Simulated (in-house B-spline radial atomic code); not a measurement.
**B²⁺: a test of the Gauss points an interval**

How far can the Gauss points an interval be changed before the B²⁺ run goes wrong?

The numbers are computed with in-house B-spline radial atomic code version 1 (Dirac-Hartree-Fock, average of configuration, Fermi nucleus, basis-set limit), except any that are marked as measured or tabulated.

### 1 Starting point

- element: boron (Z = 5)
- charge: +2
- electrons: 3
- configuration: [He] 2s1
- Hamiltonian: Dirac-Coulomb
- nucleus: Fermi, rms radius 2.406 fm

The outer shells:

[He] 2s1
```
[He] core
2s [↑ ]
```

The boxes draw the filling by Hund's rule, which heavy ions in jj coupling don't follow; these runs average over all states of the configuration.

A run counts as converged when the orbital gradient is under the tolerance times 10 hartree (or under the basis's noise floor) and the energy moved by less than 1e-8 hartree times the root of its size. Energy differences under 7e-08 hartree are noise.

Settings of the run:

```ini
Z = 5
electrons = 3.0
configuration = [He] 2s1
hamiltonian = dirac
method = hf
spin_polarised = False
nucleus = fermi
rms_radius = 2.406
mass_number = 11
atomic_mass = 11.009305166
speed_of_light = 137.035999084
knot_spacing = 0.22
spline_order = 8
gauss_points = 12
box_radius = 22.22
max_iterations = 70
damping = 0.5
damped_steps = 3
diis_vectors = 10
tolerance = 1e-08
start = Thomas-Fermi
```

The reference is known from an earlier run: -23.383330 hartree in all. Up to eight levels, counted from the top:

```csv
orbital,occupation,energy (eV),<r> (bohr)
1s1/2,2,-239.74,0.3251
2s1/2,1,-37.831,1.636
```

### 2 Gauss points an interval 3

The settings differ from step 1 so:

```diff
@@ -13,3 +13,3 @@
 spline_order = 8
-gauss_points = 12
+gauss_points = 3
 box_radius = 22.22
```

Launch:

```
> python run_scf.py task.json out
```

task.json lists these runs, among others, and the program works through them in turn.

Results of the run (chosen fields of its result record, rounded):

```text
{
  "status": "converged",
  "scf [iteration, energy, orbital gradient]": [
    [1, -22.9529153925, 0.224],
    [2, -23.3827664231, 0.00525],
    [3, -23.3831965723, 0.00252],
    [4, -23.383297846, 0.00121],
    [5, -23.3833296384, 8.11e-05],
    [6, -23.3833296725, 3.46e-06],
    [7, -23.3833296725, 9.32e-09]
  ],
  "energy [hartree]": {"total": -23.3833296725, "kinetic": 23.3980175981, "nuclear": -51.1538901, "coulomb": 7.32848429612, "exact_exchange": -2.95594146675},
  "orbitals [hartree, bohr; first row names the columns]": [
    ["name", "occ", "eps", "<r>"],
    ["1s1/2", 2.0, -8.8102544, 0.32508],
    ["2s1/2", 1.0, -1.390278, 1.6355]
  ],
  "sum_r [bohr^k]": {"-1": 10.23078, "1": 2.285678, "2": 3.410135},
  "energy_minus_base [hartree]": 2.73572603e-07
}
```

Wall time 0.16 s (1 thread, shared host).

energy_minus_base is the energy less that of the reference run.

### 3 Gauss points an interval 4

The settings differ from step 2 so:

```diff
@@ -13,3 +13,3 @@
 spline_order = 8
-gauss_points = 3
+gauss_points = 4
 box_radius = 22.22
```

Result record:

```text
{
  "status": "converged",
  "scf [iteration, energy, orbital gradient]": [
    [1, -22.9524484008, 0.224],
    [2, -23.38276584, 0.00525],
    [3, -23.3831966461, 0.00252],
    [4, -23.3832980744, 0.00121],
    [5, -23.3833299158, 8.12e-05],
    [6, -23.3833299499, 3.47e-06],
    [7, -23.38332995, 9.33e-09]
  ],
  "energy [hartree]": {"total": -23.38332995, "kinetic": 23.398017873, "nuclear": -51.1538904797, "coulomb": 7.32848393411, "exact_exchange": -2.95594127734},
  "orbitals [hartree, bohr; first row names the columns]": [
    ["name", "occ", "eps", "<r>"],
    ["1s1/2", 2.0, -8.8102546, 0.32508],
    ["2s1/2", 1.0, -1.390278, 1.6355]
  ],
  "sum_r [bohr^k]": {"-1": 10.23078, "1": 2.285678, "2": 3.410135},
  "energy_minus_base [hartree]": -3.91064958e-09
}
```

Wall time 0.17 s (1 thread, shared host).

### 4 Gauss points an interval 5

The settings differ from step 3 so:

```diff
@@ -13,3 +13,3 @@
 spline_order = 8
-gauss_points = 4
+gauss_points = 5
 box_radius = 22.22
```

Result record:

```text
{
  "status": "converged",
  "scf [iteration, energy, orbital gradient]": [
    [1, -22.9525832569, 0.224],
    [2, -23.3827660726, 0.00525],
    [3, -23.3831966981, 0.00252],
    [4, -23.383298084, 0.00121],
    [5, -23.383329912, 8.12e-05],
    [6, -23.3833299461, 3.47e-06],
    [7, -23.3833299461, 9.33e-09]
  ],
  "energy [hartree]": {"total": -23.3833299461, "kinetic": 23.398017869, "nuclear": -51.1538904703, "coulomb": 7.32848393101, "exact_exchange": -2.95594127582},
  "orbitals [hartree, bohr; first row names the columns]": [
    ["name", "occ", "eps", "<r>"],
    ["1s1/2", 2.0, -8.8102546, 0.32508],
    ["2s1/2", 1.0, -1.390278, 1.6355]
  ],
  "sum_r [bohr^k]": {"-1": 10.23078, "1": 2.285678, "2": 3.410135},
  "energy_minus_base [hartree]": -4.75708362e-11
}
```

It took 0.16 s on 1 thread, shared host.

### 5 Gauss points an interval 6

The settings differ from step 4 so:

```diff
@@ -13,3 +13,3 @@
 spline_order = 8
-gauss_points = 5
+gauss_points = 6
 box_radius = 22.22
```

Result record:

```text
{
  "status": "converged",
  "scf [iteration, energy, orbital gradient]": [
    [1, -22.9526636793, 0.224],
    [2, -23.3827662273, 0.00525],
    [3, -23.3831967347, 0.00252],
    [4, -23.3832980928, 0.00121],
    [5, -23.383329912, 8.11e-05],
    [6, -23.383329946, 3.47e-06],
    [7, -23.3833299461, 9.33e-09]
  ],
  "energy [hartree]": {"total": -23.3833299461, "kinetic": 23.3980178689, "nuclear": -51.1538904702, "coulomb": 7.32848393096, "exact_exchange": -2.95594127581},
  "orbitals [hartree, bohr; first row names the columns]": [
    ["name", "occ", "eps", "<r>"],
    ["1s1/2", 2.0, -8.8102546, 0.32508],
    ["2s1/2", 1.0, -1.390278, 1.6355]
  ],
  "sum_r [bohr^k]": {"-1": 10.23078, "1": 2.285678, "2": 3.410135},
  "energy_minus_base [hartree]": -1.03028697e-13
}
```

It took 0.17 s on 1 thread, shared host.

### 6 Gauss points an interval 8

The settings differ from step 5 so:

```diff
@@ -13,3 +13,3 @@
 spline_order = 8
-gauss_points = 6
+gauss_points = 8
 box_radius = 22.22
```

Result record:

```text
{
  "status": "converged",
  "scf [iteration, energy, orbital gradient]": [
    [1, -22.9525959271, 0.224],
    [2, -23.3827660999, 0.00525],
    [3, -23.3831967046, 0.00252],
    [4, -23.3832980855, 0.00121],
    [5, -23.383329912, 8.12e-05],
    [6, -23.383329946, 3.47e-06],
    [7, -23.3833299461, 9.33e-09]
  ],
  "energy [hartree]": {"total": -23.3833299461, "kinetic": 23.3980178689, "nuclear": -51.1538904702, "coulomb": 7.32848393096, "exact_exchange": -2.9559412758},
  "orbitals [hartree, bohr; first row names the columns]": [
    ["name", "occ", "eps", "<r>"],
    ["1s1/2", 2.0, -8.8102546, 0.32508],
    ["2s1/2", 1.0, -1.390278, 1.6355]
  ],
  "sum_r [bohr^k]": {"-1": 10.23078, "1": 2.285678, "2": 3.410135},
  "energy_minus_base [hartree]": 2.48689958e-14
}
```

Wall time 0.17 s (1 thread, shared host).

### 7 Gauss points an interval 16

The settings differ from step 6 so:

```diff
@@ -13,3 +13,3 @@
 spline_order = 8
-gauss_points = 8
+gauss_points = 16
 box_radius = 22.22
```

Result record:

```text
{
  "status": "converged",
  "scf [iteration, energy, orbital gradient]": [
    [1, -22.952557397, 0.224],
    [2, -23.3827660301, 0.00525],
    [3, -23.383196688, 0.00252],
    [4, -23.3832980815, 0.00121],
    [5, -23.3833299119, 8.12e-05],
    [6, -23.383329946, 3.47e-06],
    [7, -23.3833299461, 9.33e-09]
  ],
  "energy [hartree]": {"total": -23.3833299461, "kinetic": 23.3980178689, "nuclear": -51.1538904701, "coulomb": 7.32848393096, "exact_exchange": -2.9559412758},
  "orbitals [hartree, bohr; first row names the columns]": [
    ["name", "occ", "eps", "<r>"],
    ["1s1/2", 2.0, -8.8102546, 0.32508],
    ["2s1/2", 1.0, -1.390278, 1.6355]
  ],
  "sum_r [bohr^k]": {"-1": 10.23078, "1": 2.285678, "2": 3.410135},
  "energy_minus_base [hartree]": 8.8817842e-14
}
```

Wall time 0.21 s (1 thread, shared host).

### 8 Results

| run | outcome | iterations | energy less the reference (hartree) |
| --- | --- | --- | --- |
| reference | converged | 7 | 0 |
| Gauss points an interval 3 | converged | 7 | +2.74e-07 |
| Gauss points an interval 4 | converged | 7 | below noise |
| Gauss points an interval 5 | converged | 7 | below noise |
| Gauss points an interval 6 | converged | 7 | below noise |
| Gauss points an interval 8 | converged | 7 | below noise |
| Gauss points an interval 16 | converged | 7 | below noise |

What this shows: Of 6 changed inputs, 6 gave the reference energy within 1e-05 hartree. No value tried here spoils the result.
